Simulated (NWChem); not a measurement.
# CH3FMoS2 (SMILES [CH3][Mo]([F])(=[S])=[S]): levels of theory compared

Aim: a comparison of 3 runs (HF/STO-3G, HF/3-21G, PBE0/3-21G) of CH3FMoS2. 

The results are computed with NWChem 7.3.0.

### Step 1. The system as given

The species is CH3FMoS2 (8 atoms), meant as a singlet with charge 0. As SMILES, `[CH3][Mo]([F])(=[S])=[S]`. Geometry: relaxed at PBE0-D4/def2-TZVP.

Bond lengths: C1–Mo2 2.080 Å, Mo2–F3 1.838 Å, Mo2–S4 2.090 Å, Mo2–S5 2.090 Å, C1–H6 1.095 Å, C1–H7 1.095 Å, C1–H8 1.090 Å. Some angles: C1–Mo2–F3 110.2°, C1–Mo2–S4 103.8°, C1–Mo2–S5 103.8°, F3–Mo2–S4 114.3°, F3–Mo2–S5 114.3°, S4–Mo2–S5 109.4°, Mo2–C1–H6 107.2°, Mo2–C1–H7 107.1°, Mo2–C1–H8 112.8°, H6–C1–H7 110.6°.

### Step 2. Energy and gradient at HF/STO-3G (run 1)

ch3fmos2.nw

```
START ch3fmos2
memory 2200 mb

GEOMETRY units angstrom noautosym nocenter noautoz
  C     -0.930000    -0.064400     0.581600
  Mo     0.865600    -0.032700    -0.468100
  F      1.984100    -1.356000     0.144900
  S      0.280900    -0.255700    -2.461800
  S      1.582500     1.907200    -0.169500
  H     -1.378500    -1.050600     0.425500
  H     -0.688000     0.086600     1.638400
  H     -1.624600     0.708400     0.252900
END

BASIS spherical bse
  * library STO-3G
END

SCF
  thresh 1e-08
  maxiter 80
END

TASK scf gradient
```

Launch:

```sh
$ nwchem ch3fmos2.nw > ch3fmos2.out
```

Standard output:

```text
[...]
  functions       =    58
[...]
  wavefunction    = RHF
[...]
         Total SCF energy =  -4859.603749462898
      One-electron energy =  -8110.382576233991
      Two-electron energy =   2559.132078023668
 Nuclear repulsion energy =    691.646748747425
        Time for solution =     17.5s
[...]
                         RHF ENERGY GRADIENTS
    atom               coordinates                        gradient
                 x          y          z           x          y          z
   1 C      -1.757445  -0.121698   1.099065   -0.010008   0.002481   0.003259
   2 Mo      1.635747  -0.061794  -0.884581   -0.043234  -0.016350   0.040082
   3 F       3.749405  -2.562468   0.273821    0.046931  -0.057032   0.027122
   4 S       0.530824  -0.483203  -4.652127   -0.023818  -0.003489  -0.073279
   5 S       2.990491   3.604085  -0.320309    0.022394   0.073331   0.008140
   6 H      -2.604987  -1.985346   0.804078    0.001260  -0.008712  -0.007074
   7 H      -1.300131   0.163650   3.096127    0.008781   0.003671   0.006097
   8 H      -3.070049   1.338682   0.477912   -0.002306   0.006100  -0.004348
[...]
```

Wall time 23 s (1 thread of Intel Xeon Platinum 8488C (Sapphire Rapids), shared host); peak memory 0.1 GiB.

### Step 3. Energy and forces at HF/3-21G (run 2)

a.nw

```
start a
memory stack 880 mb heap 220 mb global 1100 mb
charge 0
geometry units angstroms noautosym nocenter noautoz
   C       -0.930000      -0.064400       0.581600
   Mo       0.865600      -0.032700      -0.468100
   F        1.984100      -1.356000       0.144900
   S        0.280900      -0.255700      -2.461800
   S        1.582500       1.907200      -0.169500
   H       -1.378500      -1.050600       0.425500
   H       -0.688000       0.086600       1.638400
   H       -1.624600       0.708400       0.252900
end
basis spherical bse
   * library 3-21G
end
scf
   thresh 1e-08
   maxiter 80
   noprint "final vectors analysis"
end
task scf gradient
```

Launch:

```sh
$ nwchem a.nw > a.out
```

Standard output:

```text
[...]
  functions       =    86
[...]
  wavefunction    = RHF
[...]
         Total SCF energy =  -4886.002495913922
      One-electron energy =  -8125.648109448410
      Two-electron energy =   2547.998864787064
 Nuclear repulsion energy =    691.646748747425
        Time for solution =     23.1s
[...]
                         RHF ENERGY GRADIENTS
    atom               coordinates                        gradient
                 x          y          z           x          y          z
   1 C      -1.757445  -0.121698   1.099065    0.018990  -0.000539  -0.010301
   2 Mo      1.635747  -0.061794  -0.884581   -0.014033   0.017713  -0.008679
   3 F       3.749405  -2.562468   0.273821    0.001445   0.000777  -0.001567
   4 S       0.530824  -0.483203  -4.652127    0.008640   0.003283   0.020458
   5 S       2.990491   3.604085  -0.320309   -0.005995  -0.021005  -0.005283
   6 H      -2.604987  -1.985346   0.804078   -0.004303  -0.005012   0.000018
   7 H      -1.300131   0.163650   3.096127   -0.000625   0.001054   0.006458
   8 H      -3.070049   1.338682   0.477912   -0.004118   0.003728  -0.001105
[...]
```

Wall time 29 s (1 thread of Intel Xeon Platinum 8488C (Sapphire Rapids), shared host); peak memory 0.1 GiB.

### Step 4. Energy and gradient at PBE0/3-21G (run 3)

run.py

```python
from ase import Atoms
from ase.calculators.nwchem import NWChem

system = Atoms('CMoFSSHHH', positions=[
    [-0.930000, -0.064400, 0.581600],
    [0.865600, -0.032700, -0.468100],
    [1.984100, -1.356000, 0.144900],
    [0.280900, -0.255700, -2.461800],
    [1.582500, 1.907200, -0.169500],
    [-1.378500, -1.050600, 0.425500],
    [-0.688000, 0.086600, 1.638400],
    [-1.624600, 0.708400, 0.252900],
])

calc = NWChem(
    label='ch3fmos2',
    theory='dft',
    memory='2200 mb',
    basis='3-21G',
    basispar='spherical bse',
    dft={'xc': 'pbe0', 'mult': '1', 'grid': 'xfine', 'convergence': 'energy 1e-08', 'iterations': '100', 'mulliken': None},
)
system.calc = calc

forces = system.get_forces()
e = system.get_potential_energy()
print(f"E = {e:.6f} eV")
print("forces (eV/A):")
for s, f in zip(system.symbols, forces):
    print(f"{s:2s} {f[0]:10.5f} {f[1]:10.5f} {f[2]:10.5f}")
print("dipole (e A):", system.get_dipole_moment().round(4))
```

Launch:

```sh
$ export ASE_NWCHEM_COMMAND="nwchem PREFIX.nwi > PREFIX.nwo"
$ python run.py
```

Standard output:

```text
E = -133052.958770 eV
forces (eV/A):
C    -0.18990    0.06088    0.05086
Mo   -0.04427   -1.24056    1.19237
F     0.13503   -0.12418    0.04109
S    -0.50234   -0.20425   -1.50075
S     0.51453    1.48409    0.28853
H     0.02602   -0.15787   -0.09133
H     0.14223    0.03358    0.11395
H    -0.08125    0.14835   -0.09477
dipole (e A): [-0.363  -0.1179  0.3177]
```

The calculator wrote ch3fmos2.nwi:

```
title "ch3fmos2"

permanent_dir ch3fmos2

scratch_dir ch3fmos2

start ch3fmos2

geometry units angstrom nocenter noautosym noautoz
  C  -9.3000000000000005e-01 -6.4399999999999999e-02 5.8160000000000001e-01
  Mo 8.6560000000000004e-01 -3.2700000000000000e-02 -4.6810000000000002e-01
  F  1.9841000000000000e+00 -1.3560000000000001e+00 1.4490000000000000e-01
  S  2.8089999999999998e-01 -2.5569999999999998e-01 -2.4618000000000002e+00
  S  1.5825000000000000e+00 1.9072000000000000e+00 -1.6950000000000001e-01
  H  -1.3785000000000001e+00 -1.0506000000000000e+00 4.2549999999999999e-01
  H  -6.8799999999999994e-01 8.6599999999999996e-02 1.6384000000000001e+00
  H  -1.6246000000000000e+00 7.0840000000000003e-01 2.5290000000000001e-01
end

memory 2200 mb

basis spherical bse noprint
   * library 3-21G
end

dft
  xc pbe0
  mult 1
  grid xfine
  convergence energy 1e-08
  iterations 100
  mulliken
end

task dft gradient
```

ch3fmos2.nwo (excerpt; [...] marks lines left out):

```text
[...]
         Total DFT energy =    -4889.606088094002
[...]
  wavefunction    = closed shell
                         DFT ENERGY GRADIENTS
    atom               coordinates                        gradient
                 x          y          z           x          y          z
   1 C      -1.757445  -0.121698   1.099065    0.003693  -0.001184  -0.000989
   2 Mo      1.635747  -0.061794  -0.884581    0.000861   0.024125  -0.023188
   3 F       3.749405  -2.562468   0.273821   -0.002626   0.002415  -0.000799
[... 4 lines of this table left out ...]
   8 H      -3.070049   1.338682   0.477912    0.001580  -0.002885   0.001843
[...]
```

It took 44 s on 1 thread of Intel Xeon Platinum 8488C (Sapphire Rapids), shared host; peak memory 0.14 GiB.

### Step 5. Overview of the runs

| run | level | iteration cap | module | energy (Eh) | dipole moment (D) | HOMO energy (eV) | LUMO energy (eV) | wall time |
| --- | --- | --- | --- | --- | --- | --- | --- | --- |
| 1 | HF/STO-3G | 80 | scf | -4859.603749 | 1.15 | -6.23 | 4.24 | 23 s |
| 2 | HF/3-21G | 80 | scf | -4886.002496 | 2.92 | – | – | 29 s |
| 3 | PBE0/3-21G | 100 | dft | -4889.606088 | 2.39 | -7.67 | -3.88 | 44 s |

### Step 6. Results

| quantity | value |
| --- | --- |
| run 3: total energy | -4889.60609 Eh |
| run 3: dipole moment | 2.39 D |
| run 3: HOMO energy | -7.67 eV |
| run 3: LUMO energy | -3.88 eV |
| run 3: HOMO–LUMO gap | 3.79 eV |
| run 3: largest force on an atom | 1.721 eV/Å |

What this shows: The dipole moment (its size) runs from 1.15 D (HF/STO-3G) to 2.92 D (HF/3-21G). In run 1 the basis is minimal, so the values are rough. In runs 1, 2, 3 relativity is left out where basis or elements ask for it. All runs together took 95 s, the longest 44 s.
